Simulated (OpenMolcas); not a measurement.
# Tc⁴⁺ with 6 ligands (fluoride): CASSCF and CASPT2 levels and susceptibility

Aim: the ligand-field states of Tc⁴⁺ in this surrounding, its lowest levels with spin-orbit coupling and its magnetic susceptibility.

The numbers are computed with OpenMolcas 26.06 (state-averaged CASSCF and CASPT2, spin-orbit coupling by RASSI with atomic mean-field integrals), except any that are marked as measured or tabulated.

**1. Starting point**

* Species: Tc⁴⁺ (technetium, Z = 43, 39 electrons)
* Basis: ANO-RCC-VDZP [6s5p3d1f], 127 functions with the ligands
* Scalar Hamiltonian: DKH2, point nucleus
* Inactive shells: 1s 2s 2p 3s 3p 3d 4s 4p of the metal, and all ligand shells
* Active space: 3 electrons in 5 orbitals (4d)
* Some configurations of this space: 4d³
* Orbitals: optimised for each spin and parity, averaged over all roots

Outer shells as boxes (Hund's rule):

4d3
```
4d [↑ ][↑ ][↑ ][  ][  ]
```

Tc⁴⁺ is taken with 6 ligands (fluoride) in octahedron coordination (Oh) at 1.96 Å. A charge of +0.333 e stands 2.6 Å behind each ligand. Ligand basis ANO-RCC-VDZP. The distances are assumed, not relaxed.

```xyz
7

Tc    0.0000    0.0000    0.0000
F     1.9600    0.0000    0.0000
F     0.0000    1.9600    0.0000
F    -1.9600    0.0000    0.0000
F     0.0000   -1.9600    0.0000
F     0.0000    0.0000    1.9600
F     0.0000    0.0000   -1.9600
```

Each step is its own input file, run in one work folder so that later steps find the files of earlier ones. Labels, J, g values, rates, χT and fits are worked out afterwards by a script from the matrices that RASSI stores. The input lists half of the charges; inversion (Group=XYZ) makes the rest.

**2. GATEWAY and SEWARD: basis and integrals**

a.inp reads:

```
&GATEWAY
Coord
7

Tc 0.0 0.0 0.0
F 1.960000 0.000000 0.000000
F 0.000000 1.960000 0.000000
F -1.960000 0.000000 0.000000
F 0.000000 -1.960000 0.000000
F 0.000000 0.000000 1.960000
F 0.000000 0.000000 -1.960000
Basis=Tc.ANO-RCC-VDZP,F.ANO-RCC-VDZP
Group=XYZ
NoMove
AngMom=0.0 0.0 0.0
AMFI
RICD
XField
3 Angstrom 0
4.560000 0.000000 0.000000 0.333333
0.000000 4.560000 0.000000 0.333333
0.000000 0.000000 4.560000 0.333333
&SEWARD
```

On the command line:

```bash
$ OMP_NUM_THREADS=1 MOLCAS_MEM=2457 MOLCAS_PROJECT=a pymolcas a.inp > a.log
```

**3. Reference wave functions, quartets of even parity, 10 roots**

a.inp reads:

```
&RASSCF
FileOrb=start.orb
Symmetry=1
Spin=4
nActEl=3 0 0
Inactive=24 24
Ras2=5 0
CIRoot=10 10 1
SDav=10
CIMx=300
Iter=150 100
PrWF=0.3
OrbListing=Nothing
MaxOrb=0
LevShft=1.0
>>> COPY $Project.JobIph JOB001
```

start.orb holds start orbitals that the driver prepared beforehand, or those of the step before.

**4. Reference wave functions, doublets of even parity, 40 roots**

a.inp reads:

```
&RASSCF
FileOrb=start.orb
Symmetry=1
Spin=2
nActEl=3 0 0
Inactive=24 24
Ras2=5 0
CIRoot=40 40 1
SDav=40
CIMx=300
Iter=150 100
PrWF=0.3
OrbListing=Nothing
MaxOrb=0
LevShft=1.0
>>> COPY $Project.JobIph JOB002
```

**5. RASSI: spin-orbit coupling between the states**

a.inp reads:

```
&RASSI
NrOfJobIphs=2 10 40
1 2 3 4 5 6 7 8 9 10
1 2 3 4 5 6 7 8 9 10 11 12 13 14 15 16 17 18 19 20 21 22 23 24 25 26 27
28 29 30 31 32 33 34 35 36 37 38 39 40
IphNames
JOB001
JOB002
EJob
SpinOrbit
DIPRint=1.0
SOCoupling=1000.0
Subsets=2
Property=9
'ANGMOM' 1 'ANGMOM' 2 'ANGMOM' 3 'MLTPL  1' 1 'MLTPL  1' 2 'MLTPL  1' 3
'AMFI' 1 'AMFI' 2 'AMFI' 3
SOProperty=3
'ANGMOM' 1 'ANGMOM' 2 'ANGMOM' 3
```

**6. CASPT2: IPEA 0.25, imaginary shift 0.1 (closed shells correlated: 4s 4p of the metal, with ligand shells; the Frozen line counts the rest)**

a.inp reads:

```
>>> COPY JOB001 $Project.JobIph
&CASPT2
Multistate=10 1 2 3 4 5 6 7 8 9 10
NoMult
Frozen=11 9
IPEA=0.25
Imaginary=0.1
MaxIter=60
WThr=0.0 0.3 0.05
PrWF=0.5
NoMix
>>> COPY JOB002 $Project.JobIph
&CASPT2
Multistate=40 1 2 3 4 5 6 7 8 9 10 11 12 13 14 15 16 17 18 19 20 21 22
23 24 25 26 27 28 29 30 31 32 33 34 35 36 37 38 39 40
NoMult
Frozen=11 9
IPEA=0.25
Imaginary=0.1
MaxIter=60
WThr=0.0 0.3 0.05
PrWF=0.5
NoMix
```

(Steps that only read results are left out.)

What does the calculation give? Wanted: spin-free ground state; first state of the same spin within the active space; lowest level; next level.

The runs gave:

| quantity | value |
| --- | --- |
| method | SS-CASPT2, IPEA 0.25, imaginary shift 0.1 (closed shells correlated: 4s 4p of the metal, with ligand shells; the Frozen line counts the rest) |
| spin-free ground state | 4A2, 1-fold in its orbital part |
| first state of the same spin within the active space | 4T2 at 30200 cm⁻¹ |
| lowest level | 4-fold Γ8 |
| next level | 11764.4 cm⁻¹ |
| χT at 300 K | 1.76 cm³ K/mol |
| effective moment at 300 K | 3.75 μB |

Cost by method:

| method | time of its own steps | time with the reference |
| --- | --- | --- |
| A. CASSCF | 37 s | 37 s |
| B. SS-CASPT2, IPEA 0.25, imaginary shift 0.1, +4s 4p | 2.7 min | 3.3 min |

Times are of one thread on a shared host.

**Reading.** The spin-free ground state (4A2) is 1-fold and keeps the highest spin of the shell. χT at 300 K is 1.76, against 1.88 cm³ K/mol for the spin alone; near agreement at one temperature doesn't show that the orbital moment is quenched. A ligand-field fit to the states below 45000 cm-1 gives 10Dq = 29277 cm-1, B = 616 cm-1 and C = 2172 cm-1 (C/B = 3.52), with a deviation of 316 cm-1. CASPT2 does not keep the components of a term degenerate, and the means are used. The bonds are covalent and no ligand orbital is active, so the numbers are rough.
